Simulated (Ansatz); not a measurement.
Geometry optimisation, DFT PBEsol, scalar-relativistic, plane waves, PAW (Ansatz 0.2.0).

The input (input.yaml):

```yaml
crystal:
  lattice:
    - [7.871941, 0.0, 0.0]
    - [0.0, 7.871941, 0.0]
    - [0.0, 0.0, 18.903956]
  atoms:
    - { symbol: Rb, position: [0.0, 0.0, 0.052899] }
    - { symbol: Cl, position: [0.25, 0.25, 0.1570034] }
    - { symbol: Rb, position: [0.0, 0.0, 0.2611078] }
    - { symbol: Cl, position: [0.25, 0.25, 0.3652122] }
    - { symbol: Rb, position: [0.0, 0.5, 0.052899] }
    - { symbol: Cl, position: [0.25, 0.75, 0.1570034] }
    - { symbol: Rb, position: [0.0, 0.5, 0.2611078] }
    - { symbol: Cl, position: [0.25, 0.75, 0.3652122] }
    - { symbol: Rb, position: [0.5, 0.0, 0.052899] }
    - { symbol: Cl, position: [0.75, 0.25, 0.1570034] }
    - { symbol: Rb, position: [0.5, 0.0, 0.2611078] }
    - { symbol: Cl, position: [0.75, 0.25, 0.3652122] }
    - { symbol: Rb, position: [0.5, 0.5, 0.052899] }
    - { symbol: Cl, position: [0.75, 0.75, 0.1570034] }
    - { symbol: Rb, position: [0.5, 0.5, 0.2611078] }
    - { symbol: Cl, position: [0.75, 0.75, 0.3652122] }
    - { symbol: C, position: [0.0711263, 0.8939983, 0.480532] }
    - { symbol: O, position: [0.0279007, 1.036203, 0.4858219] }
    - { symbol: O, position: [0.1143519, 0.7517936, 0.4858219] }
basis:
  ecutwfc: 420.0
kpoints:
  mp_grid: { grid: [2, 2, 1] }
hamiltonian:
  xc: pbesol
scf:
  occupations: { method: gaussian, width: 0.05 }
  lower_state_search: "off"
relax:
  f_tol: 0.03
  max_steps: 60
  adjacent_minimum: "off"
  constraints: [{ sites: [0, 4, 8, 12] }]
output:
  write_density: true
  write_potential: true
  elf: true
  volumetric_format: npy
```

Command:

```bash
$ ansatz run input.yaml --threads 2 --pin off --max-ram 5120MiB --backend cpu --events-out ev --progress --plain --runs-dir out
```

Problem. Where does it end, and by what steps?

Solution. It converged. Limits of this set-up: thin slab, slab without dipole correction, no dispersion correction for a molecule that may bind weakly, a typed lattice constant that wasn't relaxed here. After 46 steps the energy has fallen by 7.341 eV; Cl4 moved furthest, 3.90 Å. Parted: Cl2–Rb3 (3.41 → 6.28 Å), Cl2–Rb7 (3.41 → 8.75 Å), Cl2–Rb11 (3.41 → 6.48 Å), Cl2–Rb15 (3.41 → 6.26 Å), Cl4–Rb7 (3.41 → 5.47 Å), Rb5–Rb7 (3.94 → 6.63 Å). Joined: Rb1–Cl4 (6.53 → 3.42 Å), Rb3–O18 (4.26 → 3.36 Å), Cl4–Rb5 (6.53 → 3.64 Å), Cl4–Rb9 (6.53 → 3.24 Å), Cl4–Rb13 (6.53 → 3.46 Å), Rb7–O19 (4.77 → 3.10 Å).

| step | energy less start (eV) | largest force component (eV/Å) | accepted |
| --- | --- | --- | --- |
| 0 | 0.0000 | 1.864 | yes |
| 2 | -2.9598 | 0.810 | yes |
| 4 | -4.3376 | 0.390 | yes |
| 6 | -4.5982 | 0.305 | yes |
| 8 | -4.6869 | 1.222 | yes |
| 10 | -4.7879 | 0.152 | yes |
| 12 | -4.9077 | 0.275 | yes |
| 14 | -5.0726 | 0.335 | yes |
| 16 | -5.2583 | 0.211 | yes |
| 18 | -5.4404 | 0.188 | yes |
| 20 | -5.6285 | 0.443 | yes |
| 22 | -5.9171 | 0.831 | yes |
| 24 | -6.2960 | 0.888 | yes |
| 26 | -6.6412 | 0.530 | yes |
| 28 | -6.8307 | 0.154 | yes |
| 30 | -6.9667 | 0.180 | yes |
| 32 | -7.1054 | 0.112 | yes |
| 34 | -7.2103 | 0.178 | yes |
| 36 | -7.2809 | 0.158 | yes |
| 38 | -7.3208 | 0.210 | yes |
| 40 | -7.3344 | 0.330 | yes |
| 42 | -7.3396 | 0.137 | yes |
| 44 | -7.3407 | 0.053 | yes |
| 46 | -7.3411 | 0.028 | yes |

```xyz
19
Lattice="7.8719 0.0000 0.0000 0.0000 7.8719 0.0000 0.0000 0.0000 18.9040" Properties=species:S:1:pos:R:3
Rb 0.000 0.000 1.000
Cl 1.946 1.993 -0.704
Rb -0.002 -0.312 4.799
Cl 2.127 1.777 3.012
Rb 0.000 3.936 1.000
Cl 1.981 5.899 2.252
Rb -0.036 3.760 7.629
Cl 2.011 5.591 6.252
Rb 3.936 0.000 1.000
Cl 5.909 1.958 2.245
Rb 3.935 -0.168 5.075
Cl 5.972 1.772 6.278
Rb 3.936 3.936 1.000
Cl 5.883 5.922 2.339
Rb 4.254 3.867 4.806
Cl 5.952 5.841 6.497
C 0.797 7.315 8.508
O 1.004 8.300 7.913
O 0.579 6.382 9.174
```

Whether the end is a true minimum wasn't checked by a vibrational analysis.

Time of the run: 11 min on 2 threads of Intel(R) Xeon(R) Platinum 8259CL CPU @ 2.50GHz (Skylake/Cascade Lake), with other jobs on the host, peak memory 1.7 GiB.
